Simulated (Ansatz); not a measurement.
# Ti2Co: the cost of one run

Program: Ansatz 0.2.0. Level of theory: DFT PBEsol, scalar-relativistic, plane waves, PAW. These are calculated values, not measurements.

2 further runs of the same task are left out: 2 set aside as unsound or not needed.

### 1 The structure to begin with

It takes space group Fd-3m (No. 227, cubic). Conventional cell: a = 6.979 Å, b = 6.979 Å, c = 6.979 Å, α = 90.00°, β = 90.00°, γ = 90.00°. Ti (site symmetry -3m) has 6 Ti at 2.47 Å as nearest neighbours. Around Co (site symmetry -43m) lie 12 Ti at 2.89 Å and 4 Co at 3.02 Å.

As a file:

```
Ti Co
1.0
     0.00000    3.48951    3.48951
     3.48951    0.00000    3.48951
     3.48951    3.48951    0.00000
Ti Co
4 2
Direct
  0.12500 0.12500 0.12500
  0.62500 0.12500 0.12500
  0.12500 0.12500 0.62500
  0.12500 0.62500 0.12500
  0.50000 0.50000 0.50000
  0.75000 0.75000 0.75000
```

It is the result of an earlier relaxation at this level (volume 14.16 Å³/atom; gap on the mesh: none (metal), site moments up to 1.0 μB).

### 2 Bands, states and charges

The input, input.yaml:

```yaml
crystal:
  lattice:
    - [0.0, 3.4895132087, 3.4895132087]
    - [3.4895132087, 0.0, 3.4895132087]
    - [3.4895132087, 3.4895132087, 0.0]
  atoms:
    - { symbol: Ti, position: [0.125, 0.125, 0.125] }
    - { symbol: Ti, position: [0.625, 0.125, 0.125] }
    - { symbol: Ti, position: [0.125, 0.125, 0.625] }
    - { symbol: Ti, position: [0.125, 0.625, 0.125] }
    - { symbol: Co, position: [0.5, 0.5, 0.5], spin: 1.11 }
    - { symbol: Co, position: [0.75, 0.75, 0.75], spin: 1.11 }
basis:
  ecutwfc: 420
kpoints:
  mp_grid: { grid: [10, 10, 10] }
  band_path:
    path:
      - [[0.0, 0.0, 0.0], [0.5, 0.0, 0.5], [0.625, 0.25, 0.625]]
      - [[0.375, 0.375, 0.75], [0.0, 0.0, 0.0], [0.5, 0.5, 0.5], [0.5, 0.25, 0.75], [0.5, 0.0, 0.5]]
    npoints: 14
hamiltonian:
  xc: pbesol
scf:
  occupations: { method: gaussian, width: 0.1 }
  n_extra_bands: 15
output:
  forces: true
  stress: true
  eigenvalues: true
  populations: true
  dos: { projected: true, de: 0.02, nscf_kmesh: { grid: [15, 15, 15] } }
  bader: true
  write_density: true
  write_potential: true
  elf: true
  volumetric_format: npy
magnetization:
  spin_polarized: true
checkpoint:
  read: start.run
  write: ck
  compress: false
  write_wavefunctions: false
  write_every: 100000
```

Run with:

```
$ ansatz run input.yaml --threads 1 --pin off --max-ram 2560MiB --backend cpu --events-out ev --progress --plain --runs-dir out
```

What time and memory should one allow on 1 thread of Intel Xeon Platinum 8259CL at 2.50GHz (Skylake/Cascade Lake), shared host?

About 2.4 min, with a peak of 0.79 GiB.
